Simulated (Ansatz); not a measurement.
# ZrTi: the cost of one run

Program: Ansatz 0.2.0. Level of theory: DFT LDA, scalar-relativistic, plane waves, PAW. These are calculated values, not measurements.

16 further runs of the same task are left out: 16 set aside as unsound or not needed.

## (1) The starting structure

It takes space group P4/mmm (No. 123, tetragonal). The conventional cell has a = 3.032 Å, b = 3.032 Å, c = 4.088 Å, α = 90.00°, β = 90.00°, γ = 90.00°. Around Zr (site symmetry 4/mmm) lie 8 Ti at 2.96 Å and 4 Zr at 3.03 Å. Ti (site symmetry 4/mmm) is surrounded by 8 Zr at 2.96 Å and 4 Ti at 3.03 Å.

Structure file:

```
Zr Ti
1.0
     3.03236    0.00000    0.00000
     0.00000    3.03236    0.00000
     0.00000    0.00000    4.08824
Zr Ti
1 1
Direct
  0.50000 0.50000 0.50000
  0.00000 0.00000 0.00000
```

It goes back to an entry of the Materials Project, which need not be the stable form.

It is the result of an earlier relaxation at this level (volume 18.80 Å³/atom; gap on the mesh: none (metal)).

## (2) What is varied

The energy is mapped over the lattice constants a and c of the conventional cell.

First coordinate, lattice constant a (and b): 7 values from 2.820 to 3.245 Å. Second coordinate, lattice constant c: 7 values from 3.598 to 4.579 Å.

Nothing else is relaxed (symmetry fixes all fractional coordinates). Energies count from the relaxed crystal. Points are written as (first, second).

## (3) Grid point (2.820 Å, 4.579 Å)

input.yaml

```yaml
crystal:
  lattice:
    - [2.8201, 0.0, 0.0]
    - [0.0, 2.8201, 0.0]
    - [0.0, 0.0, 4.5788]
  atoms:
    - { symbol: Zr, position: [0.5, 0.5, 0.5] }
    - { symbol: Ti, position: [0.0, 0.0, 0.0] }
basis:
  ecutwfc: 520.0
kpoints:
  mp_grid: { grid: [14, 14, 12] }
hamiltonian:
  xc: lda
  pseudopotentials: { kind: paw }
scf:
  occupations: { method: gaussian, width: 0.15 }
output:
  forces: true
  stress: true
  eigenvalues: true
```

On the command line:

```
> ansatz run input.yaml --threads 1 --pin off --max-ram 2048MiB --backend cpu --events-out ev --progress --plain --runs-dir out
```

**Question.** How long does this run take on 1 thread of Arm Neoverse N1, shared host, and how much memory does it need?

About 17 s, with a peak of 0.45 GiB.
